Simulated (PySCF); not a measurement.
# IrN6H18 (+3): ligand-field states, part 1 of 3

Wanted: ligand-field states for IrN6H18 (+3).

Computed with PySCF 2.14.0 and routines of our own; the level stands in each step. Atoms count from 0.

### Step 1. The starting structure

25 atoms, charge 3, states of the metal's open shell are computed; geometry from: model geometry, bond lengths from ionic radii.

### Step 2. Ligand-field states: state-averaged CASSCF

Job settings and geometry (Å):

```
{"job": {"kind": "lf", "basis": {"metal": "x2c-TZVPall", "ligand": "x2c-SVPall"}, "nevpt": true}, "charge": 3, "metal": "Ir", "open_shell": "d6"}
Ir     0.000000     0.000000     0.000000
N      0.000000     0.000000     2.110000
H      0.942357     0.000000     2.500337
H     -0.471179     0.816105     2.500337
H     -0.471179    -0.816105     2.500337
N      0.000000     0.000000    -2.110000
H     -0.942357     0.000000    -2.500337
H      0.471179     0.816105    -2.500337
H      0.471179    -0.816105    -2.500337
N      2.110000     0.000000     0.000000
H      2.500337     0.942357     0.000000
H      2.500337    -0.471179     0.816105
H      2.500337    -0.471179    -0.816105
N     -2.110000     0.000000     0.000000
H     -2.500337    -0.942357     0.000000
H     -2.500337     0.471179     0.816105
H     -2.500337     0.471179    -0.816105
N      0.000000     2.110000     0.000000
H      0.000000     2.500337     0.942357
H      0.816105     2.500337    -0.471179
H     -0.816105     2.500337    -0.471179
N     -0.000000    -2.110000     0.000000
H     -0.000000    -2.500337    -0.942357
H      0.816105    -2.500337     0.471179
H     -0.816105    -2.500337     0.471179
```

Method: state-averaged CASSCF of the metal d shell, SC-NEVPT2 on the averaged canonical orbitals, state-interaction spin-orbit coupling.

Started as:

```
$ OMP_NUM_THREADS=1 python lf_run.py task.json out
```

The driver reads the jobs from task.json and runs them one after another.

Log:

```text
basis functions 255, electrons 134, active (6e, 5o)
stage 1: DIIS on the effective Fock matrix, level shift 0.30
cycle   1  E = -18159.5867430816  dE = -1.816e+04  max|g| = 3.157e+00
cycle   2  E = -18161.8966836841  dE = -2.310e+00  max|g| = 1.178e+00
cycle   3  E = -18161.3449817724  dE =  5.517e-01  max|g| = 6.275e-01
cycle   4  E = -18162.4154419968  dE = -1.070e+00  max|g| = 2.212e-01
cycle   5  E = -18162.4864697159  dE = -7.103e-02  max|g| = 2.363e-02
cycle   6  E = -18162.4879867120  dE = -1.517e-03  max|g| = 1.578e-02
cycle   7  E = -18162.4884263178  dE = -4.396e-04  max|g| = 5.126e-03
cycle   8  E = -18162.4885064081  dE = -8.009e-05  max|g| = 1.535e-03
cycle   9  E = -18162.4885170555  dE = -1.065e-05  max|g| = 1.409e-03
cycle  10  E = -18162.4885225069  dE = -5.451e-06  max|g| = 5.103e-04
cycle  11  E = -18162.4885236651  dE = -1.158e-06  max|g| = 2.925e-04
cycle  12  E = -18162.4885239387  dE = -2.736e-07  max|g| = 1.602e-04
cycle  13  E = -18162.4885240050  dE = -6.628e-08  max|g| = 8.595e-05
cycle  14  E = -18162.4885240170  dE = -1.194e-08  max|g| = 4.446e-05
cycle  15  E = -18162.4885240192  dE = -2.281e-09  max|g| = 2.289e-05
cycle  16  E = -18162.4885240198  dE = -5.093e-10  max|g| = 1.124e-05
cycle  17  E = -18162.4885240199  dE = -1.055e-10  max|g| = 5.423e-06
converged average energy = -18162.4885240199

 mult deg   label        CASSCF/cm-1   NEVPT2/cm-1
   1   1   1Ag                 0.0           0.0
   3   1   3Ag             29718.3       37623.7
   3   2   3Eg             29878.4       37803.3
   3   1   3Ag             34693.4       41624.5
   3   2   3Eg             34864.6       41813.3
   1   1   1Ag             34943.4       42304.7
   1   2   1Eg             35098.0       42477.3
   1   1   1Ag             44465.7       50030.6
   1   2   1Eg             44609.9       50192.0
   5   1   5Ag             52192.0       68238.0
   5   2   5Eg             52558.2       68640.4
   3   2   3Eg             66209.5       79934.3
   3   1   3Ag             66347.5       80056.8
   3   1   3Ag             66371.2       80365.0
   3   2   3Eg             66618.4       80620.2
   3   2   3Eg             71469.7       83611.3
   3   1   3Ag             71534.5       83659.4
   3   2   3Eg             70355.5       84299.9
   3   2   3Eg             70667.1       84475.0
   3   1   3Ag             70847.3       84625.4
   1   1   1Ag             72614.3       85863.5
   1   2   1Eg             72871.4       86157.5
   1   2   1Eg             74361.8       87311.4
   1   1   1Ag             75492.9       88288.8
   1   1   1Ag             79888.3       91462.8
   1   2   1Eg             79989.2       91573.6
   1   1   1Ag             80220.2       91890.2
   1   2   1Eg             80440.2       92146.1
   1   1   1Ag             80745.8       92486.1
   3   1   3Ag             83903.0       93095.3
   3   2   3Eg             84139.5       93358.4
   3   1   3Ag             84476.6       97122.9
   1   2   1Eg             89145.7       99326.2
   1   2   1Eg             93102.3      102089.7
   1   1   1Ag             93320.2      102340.0
   1   2   1Eg            102101.0      111288.8
   5   2   5Eg             90967.4      111531.6
   1   1   1Ag            108372.8      117375.7
   3   2   3Eg            104837.4      123497.4
   3   1   3Ag            107879.7      126763.4
   3   2   3Eg            108051.5      126957.8
   3   2   3Eg            108757.8      127489.7
   3   1   3Ag            108957.0      127706.5
   3   1   3Ag            109663.1      128167.6
   3   2   3Eg            112136.2      129515.0
   3   1   3Ag            114573.4      130850.9
   1   2   1Eg            114928.4      132471.5
   1   1   1Ag            115092.8      132659.7
   1   1   1Ag            115047.2      132718.8
   1   1   1Ag            117324.9      134296.2
   1   2   1Eg            117537.3      134532.1
   1   2   1Eg            122249.7      135603.1
   1   1   1Ag            123840.7      136890.1
   3   1   3Ag            124379.7      139640.4
   3   2   3Eg            124613.3      139898.3
   3   2   3Eg            125316.2      140401.5
   3   1   3Ag            125467.1      140588.0
   1   2   1Eg            131054.7      145296.2
   1   1   1Ag            131236.0      145516.2
   1   1   1Ag            132233.8      147046.2

spin-orbit levels / cm-1
      0.00  x1  1Ag 0.95 3Eg 0.03
  35507.01  x2  3Eg 0.47 3Ag 0.26 3Eg 0.15
  36333.61  x1  3Ag 0.60 3Eg 0.27 3Eg 0.06
  36358.87  x2  3Eg 0.70 3Ag 0.17 1Eg 0.04
  36974.06  x2  3Eg 0.30 3Eg 0.26 1Eg 0.18
  37029.56  x1  3Eg 0.38 3Ag 0.25 1Ag 0.20
  41273.24  x1  3Eg 0.61 3Ag 0.27 1Ag 0.05
  41803.47  x1  3Eg 0.58 3Ag 0.18 1Ag 0.14
  41888.65  x2  3Ag 0.28 3Eg 0.26 3Eg 0.22
  43206.28  x2  3Eg 0.46 3Ag 0.28 3Eg 0.17
  44514.23  x2  3Eg 0.50 3Ag 0.42 3Eg 0.06
  44532.30  x1  3Eg 0.91 3Ag 0.05
  45371.11  x1  3Ag 0.52 1Ag 0.41 3Eg 0.05
  45479.07  x1  3Eg 0.72 1Ag 0.23 3Ag 0.03
  45552.91  x2  1Eg 0.64 3Eg 0.29 3Ag 0.05
  51293.34  x1  1Ag 0.93
  51443.91  x2  1Eg 0.93 3Eg 0.03
  66507.82  x1  5Eg 0.54 5Ag 0.41 3Ag 0.03
  66542.39  x2  5Eg 0.62 5Ag 0.32 3Ag 0.03
  69144.16  x2  5Ag 0.70 5Eg 0.26
  69370.96  x2  5Eg 0.79 5Ag 0.16
  69410.61  x1  5Eg 0.96
  71891.11  x1  5Ag 0.50 5Eg 0.43
  71906.51  x2  5Eg 0.49 5Ag 0.44
  71963.36  x2  5Eg 0.66 5Ag 0.27
  72091.78  x1  5Eg 0.92
  72095.87  x1  5Eg 0.89
  77808.76  x2  3Eg 0.35 3Ag 0.17 3Eg 0.14
  79770.92  x2  3Ag 0.36 3Eg 0.33 3Eg 0.17
  79821.42  x1  3Eg 0.51 3Eg 0.25 3Ag 0.14
```

It took 55 s on 1 thread of AMD EPYC 7R43, shared host; peak memory 0.78 GiB.

Warnings kept with the result: strongly covalent, metal-shell active space is small for this complex.

From this job:

| quantity | value |
| --- | --- |
| spin-orbit constant ζ | 3784 cm⁻¹ |

Powder susceptibility:

| T (K) | χT (cm³ K/mol) | μ(eff) |
| --- | --- | --- |
| 2 | 0.000 | 0.03 |
| 5 | 0.000 | 0.04 |
| 10 | 0.000 | 0.06 |
| 20 | 0.001 | 0.08 |
| 30 | 0.001 | 0.10 |
| 50 | 0.002 | 0.13 |
| 75 | 0.003 | 0.16 |
| 100 | 0.004 | 0.18 |
| 150 | 0.006 | 0.22 |
| 200 | 0.008 | 0.26 |
| 250 | 0.010 | 0.28 |
| 300 | 0.012 | 0.31 |

Orbitals, density, ELF and potential are computed afterwards from the orbital file.

### Step 3. Ligand-field states: state-averaged CASSCF (axial bond length × 0.9)

Job settings and geometry (Å):

```
{"job": {"kind": "lf", "basis": {"metal": "x2c-TZVPall", "ligand": "x2c-SVPall"}, "nevpt": true, "reuse": true}, "charge": 3, "metal": "Ir", "open_shell": "d6"}
Ir     0.000000     0.000000     0.000000
N      0.000000     0.000000     1.899000
H      0.942357     0.000000     2.289337
H     -0.471179     0.816105     2.289337
H     -0.471179    -0.816105     2.289337
N      0.000000     0.000000    -1.899000
H     -0.942357     0.000000    -2.289337
H      0.471179     0.816105    -2.289337
H      0.471179    -0.816105    -2.289337
N      2.110000     0.000000     0.000000
H      2.500337     0.942357     0.000000
H      2.500337    -0.471179     0.816105
H      2.500337    -0.471179    -0.816105
N     -2.110000     0.000000     0.000000
H     -2.500337    -0.942357     0.000000
H     -2.500337     0.471179     0.816105
H     -2.500337     0.471179    -0.816105
N      0.000000     2.110000     0.000000
H      0.000000     2.500337     0.942357
H      0.816105     2.500337    -0.471179
H     -0.816105     2.500337    -0.471179
N     -0.000000    -2.110000     0.000000
H     -0.000000    -2.500337    -0.942357
H      0.816105    -2.500337     0.471179
H     -0.816105    -2.500337     0.471179
```

With the program's defaults for keys left out, this is: state-averaged CASSCF of the metal d shell, SC-NEVPT2 on the averaged canonical orbitals, state-interaction spin-orbit coupling.

Log:

```text
basis functions 255, electrons 134, active (6e, 5o)
start from the orbitals of the previous structure
stage 1: DIIS on the effective Fock matrix, level shift 0.30
cycle   1  E = -18154.0445043121  dE = -1.815e+04  max|g| = 1.055e+02
cycle   2  E = -18161.5438014034  dE = -7.499e+00  max|g| = 4.622e-01
cycle   3  E = -18162.2835853578  dE = -7.398e-01  max|g| = 1.984e-01
cycle   4  E = -18162.3567218013  dE = -7.314e-02  max|g| = 5.862e-02
cycle   5  E = -18162.3653368744  dE = -8.615e-03  max|g| = 2.129e-02
cycle   6  E = -18162.3667562029  dE = -1.419e-03  max|g| = 1.253e-02
cycle   7  E = -18162.3670989235  dE = -3.427e-04  max|g| = 7.304e-03
cycle   8  E = -18162.3671924573  dE = -9.353e-05  max|g| = 3.834e-03
cycle   9  E = -18162.3672196285  dE = -2.717e-05  max|g| = 1.922e-03
cycle  10  E = -18162.3672259396  dE = -6.311e-06  max|g| = 9.477e-04
cycle  11  E = -18162.3672270884  dE = -1.149e-06  max|g| = 4.704e-04
cycle  12  E = -18162.3672273557  dE = -2.673e-07  max|g| = 2.403e-04
cycle  13  E = -18162.3672274387  dE = -8.292e-08  max|g| = 1.503e-04
cycle  14  E = -18162.3672274673  dE = -2.865e-08  max|g| = 9.148e-05
cycle  15  E = -18162.3672274768  dE = -9.532e-09  max|g| = 5.424e-05
cycle  16  E = -18162.3672274801  dE = -3.271e-09  max|g| = 3.087e-05
cycle  17  E = -18162.3672274812  dE = -1.062e-09  max|g| = 1.710e-05
cycle  18  E = -18162.3672274815  dE = -3.311e-10  max|g| = 8.877e-06
converged average energy = -18162.3672274815

 mult deg   label        CASSCF/cm-1   NEVPT2/cm-1
   1   1   1Ag                 0.0           0.0
   3   1   3Ag             29649.7       37934.2
   3   1   3Ag             31614.1       39249.4
   3   1   3Ag             31778.4       39438.4
   1   1   1Ag             34892.9       42675.1
   1   1   1Ag             39460.0       46174.8
   1   1   1Ag             39568.1       46297.2
   3   1   3Ag             45211.6       51824.7
   3   1   3Ag             45326.3       51947.0
   3   1   3Ag             48254.4       54464.1
   1   1   1Ag             50935.6       56655.8
   1   1   1Ag             51035.6       56763.9
   1   1   1Ag             59377.3       63906.9
   5   1   5Ag             64984.8       80699.8
   5   1   5Ag             65323.1       81163.3
   5   1   5Ag             65816.7       81432.9
   3   1   3Ag             68366.4       81993.6
   3   1   3Ag             68507.4       82144.6
   1   1   1Ag             74366.1       88199.0
   3   1   3Ag             76877.3       88492.7
   1   1   1Ag             78618.2       91275.5
   1   1   1Ag             78721.5       91403.3
   3   1   3Ag             78136.8       91683.2
   3   1   3Ag             79806.6       93484.8
   3   1   3Ag             79925.5       93612.5
   3   1   3Ag             81306.0       94880.4
   3   1   3Ag             81410.8       94993.0
   1   1   1Ag             84870.5       95899.8
   3   1   3Ag             82395.7       95940.0
   3   1   3Ag             82650.3       96174.6
   1   1   1Ag             85043.0       96815.3
   3   1   3Ag             83198.1       96918.2
   3   1   3Ag             85951.3       97080.5
   3   1   3Ag             86549.4       98276.3
   3   1   3Ag             86655.1       98373.9
   1   1   1Ag             86299.7       98738.3
   1   1   1Ag             87503.6       98896.2
   1   1   1Ag             86445.1       98974.3
   1   1   1Ag             89165.7      100602.5
   1   1   1Ag             94462.6      104970.4
   1   1   1Ag             93721.3      105091.8
   3   1   3Ag             96212.4      106429.6
   1   1   1Ag             96295.7      106819.8
   1   1   1Ag             96421.8      106971.2
   3   1   3Ag             97085.9      109002.6
   1   1   1Ag             99714.9      109632.2
   1   1   1Ag            102724.8      112875.2
   3   1   3Ag            105877.3      114021.2
   3   1   3Ag            106005.3      114157.1
   1   1   1Ag            106455.3      115844.1
   1   1   1Ag            115012.7      122888.7
   1   1   1Ag            115164.2      123055.2
   1   1   1Ag            117275.9      124241.0
   5   1   5Ag            104109.7      124445.1
   1   1   1Ag            116256.6      124547.1
   3   1   3Ag            117129.0      135486.6
   5   1   5Ag            116539.9      135965.0
   1   1   1Ag            129825.3      137042.9
   3   1   3Ag            120923.1      139617.8
   3   1   3Ag            122105.9      140548.7

spin-orbit levels / cm-1
      0.00  x1  1Ag 0.96
  35350.31  x1  3Ag 0.43 3Ag 0.28 3Ag 0.26
  36453.39  x1  3Ag 0.40 3Ag 0.34 3Ag 0.13
  36567.38  x1  3Ag 0.58 3Ag 0.28 3Ag 0.06
  36644.58  x1  3Ag 0.35 3Ag 0.30 3Ag 0.21
  41612.39  x1  3Ag 0.49 3Ag 0.32 3Ag 0.14
  41659.71  x1  3Ag 0.59 3Ag 0.36
  41801.87  x1  3Ag 0.59 3Ag 0.36
  42041.66  x1  3Ag 0.56 3Ag 0.39
  42099.02  x1  3Ag 0.50 3Ag 0.46
  44926.23  x1  1Ag 0.81 3Ag 0.09 3Ag 0.08
  46997.67  x1  1Ag 0.78 3Ag 0.07 3Ag 0.05
  47091.66  x1  1Ag 0.78 3Ag 0.07 3Ag 0.06
  49192.29  x1  3Ag 0.38 3Ag 0.37 3Ag 0.19
  50400.72  x1  3Ag 0.47 3Ag 0.44
  50671.32  x1  3Ag 0.55 3Ag 0.16 1Ag 0.12
  50748.88  x1  3Ag 0.54 3Ag 0.17 1Ag 0.13
  54593.43  x1  3Ag 0.49 3Ag 0.48
  54595.71  x1  3Ag 0.49 3Ag 0.46
  56339.97  x1  3Ag 0.61 3Ag 0.31 1Ag 0.05
  56381.85  x1  3Ag 0.60 3Ag 0.32 1Ag 0.05
  56860.40  x1  3Ag 0.78 3Ag 0.11 3Ag 0.10
  58601.01  x1  1Ag 0.79 3Ag 0.15 3Ag 0.03
  58689.92  x1  1Ag 0.79 3Ag 0.15
  64946.82  x1  1Ag 0.94
  78879.61  x1  5Ag 0.42 5Ag 0.27 5Ag 0.25
  78916.51  x1  5Ag 0.36 5Ag 0.34 5Ag 0.24
  78951.95  x1  5Ag 0.34 5Ag 0.34 5Ag 0.26
  79766.05  x1  3Ag 0.42 3Ag 0.39 3Ag 0.07
  81357.05  x1  5Ag 0.70 5Ag 0.13 5Ag 0.12
```

Wall time 48 s (1 thread of AMD EPYC 7R43, shared host); peak memory 0.75 GiB.

Warnings kept with the result: an active orbital is not mainly the metal shell.

An active orbital is only 65 % metal, under the run's own bar for a metal shell, so levels, ζ, ground spin and magnetism of this run may not be those of the metal's shell and are not read here.

(Continued in part 2 of 3.)
